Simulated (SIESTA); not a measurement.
Wanted: the native input for a SIESTA 5.4.2 run.

| Item | Value |
| --- | --- |
| Task | single point |
| Functional | PBE |
| Potentials or basis | PseudoDojo 0.4 standard (PBE files) |
| Basis | DZP (energy shift 0.003 Ry; two zetas on semicore shells) |
| Grid cutoff | 500 Ry |
| Energy shift | 0.003 Ry |
| k mesh | 7 × 7 × 2 |
| Occupations | fermi-dirac, width 0.05 eV |
| Spin | no spin polarisation |

The system is Bi3Te2S.

```
CELL_PARAMETERS angstrom
4.37858 0.00000 0.00000
-2.18929 3.79196 0.00000
0.00000 0.00000 24.58758
ATOMIC_POSITIONS crystal
Bi 0.66980 0.33100 0.46511
Bi 0.33162 0.66094 0.53418
Bi 0.31228 0.65919 0.28865
Bi 0.65405 0.32556 0.71415
Bi 0.99100 0.98188 0.11643
Bi 0.98945 0.99495 0.88420
Te 0.99317 0.00546 0.36092
Te 0.99680 0.99341 0.63964
Te 0.64960 0.32322 0.20604
Te 0.32830 0.65070 0.79564
S 0.33460 0.66497 0.06721
S 0.66600 0.33039 0.93275
```

The cell comes from a database or a generator and needn't be the stable form of this composition.

The cell isn't the ideal one: atoms moved at random, drawn with an rms of 0.05 Å.

The input as run:

Bi3Te2S.fdf

```
SystemName                      Bi3Te2S
SystemLabel                     Bi3Te2S
NumberOfSpecies                 3
NumberOfAtoms                   12
%block ChemicalSpeciesLabel
  1  83 Bi
  2  52 Te
  3  16 S
%endblock ChemicalSpeciesLabel

LatticeConstant                 1.0 Ang
%block LatticeVectors
     4.3785804222     0.0000000000     0.0000000000
    -2.1892902111     3.7919618781     0.0000000000
     0.0000000000     0.0000000000    24.5875750000
%endblock LatticeVectors
AtomicCoordinatesFormat         Fractional
%block AtomicCoordinatesAndAtomicSpecies
     0.6697980000     0.3310020000     0.4651060000  1  Bi
     0.3316170000     0.6609360000     0.5341780000  1  Bi
     0.3122800000     0.6591940000     0.2886460000  1  Bi
     0.6540520000     0.3255600000     0.7141490000  1  Bi
    -0.0090000000    -0.0181210000     0.1164310000  1  Bi
    -0.0105450000    -0.0050550000     0.8842020000  1  Bi
    -0.0068310000     0.0054620000     0.3609240000  2  Te
    -0.0031960000    -0.0065940000     0.6396390000  2  Te
     0.6496040000     0.3232220000     0.2060400000  2  Te
     0.3283010000     0.6507050000     0.7956430000  2  Te
     0.3345980000     0.6649690000     0.0672110000  3  S
     0.6659980000     0.3303880000     0.9327470000  3  S
%endblock AtomicCoordinatesAndAtomicSpecies

%block kgrid.MonkhorstPack
    7   0   0  0.0
    0   7   0  0.0
    0   0   2  0.0
%endblock kgrid.MonkhorstPack
XC.Functional                   GGA
XC.Authors                      PBE
PAO.BasisSize                   DZP
PAO.EnergyShift                 0.003 Ry
Mesh.Cutoff                     500 Ry
OccupationFunction              FD
ElectronicTemperature           0.05 eV
MaxSCFIterations                120
SCF.MustConverge                false
SCF.Mixer.Method                Pulay
SCF.Mixer.Weight                0.25
SCF.Mixer.History               8
SCF.DM.Tolerance                5.0e-05
SCF.H.Tolerance                 1.0e-03 eV
WriteForces                     true
Charge.Mulliken                 end
%block PAO.Basis
  Bi 4
  n=6 0 2
    5.784 0.000
  n=6 1 2
    8.130 0.000
  n=5 2 2
    3.882 0.000
  n=6 2 1
    8.130
  Te 4
  n=5 0 2
    5.635 0.000
  n=5 1 2
    7.297 0.000
  n=4 2 2
    3.260 0.000
  n=5 2 1
    7.297
%endblock PAO.Basis
```

Potentials or basis: PseudoDojo 0.4 standard (PBE files), DZP (energy shift 0.003 Ry; two zetas on semicore shells).

Command:

```bash
$ siesta Bi3Te2S.fdf > Bi3Te2S.out 2>&1
```

It gave:

| Property | Result |
| --- | --- |
| Pressure | 0.9 GPa |
| Largest force | 0.394 eV/Å |
| Band gap on the k mesh | 0.08 eV, direct |

Caveat: spin-orbit coupling is left out, which as a rule narrows the gap of such compounds by several tenths of an eV; an odd mesh through Γ misses points on the zone boundary, where band edges often lie; the basis of atomic orbitals isn't converged, which shifts pressures, moduli and gaps.

Run time: 2.8 min on 1 thread of Intel(R) Xeon(R) 6975P-C (Granite Rapids) (shared host), peak memory 0.77 GiB.
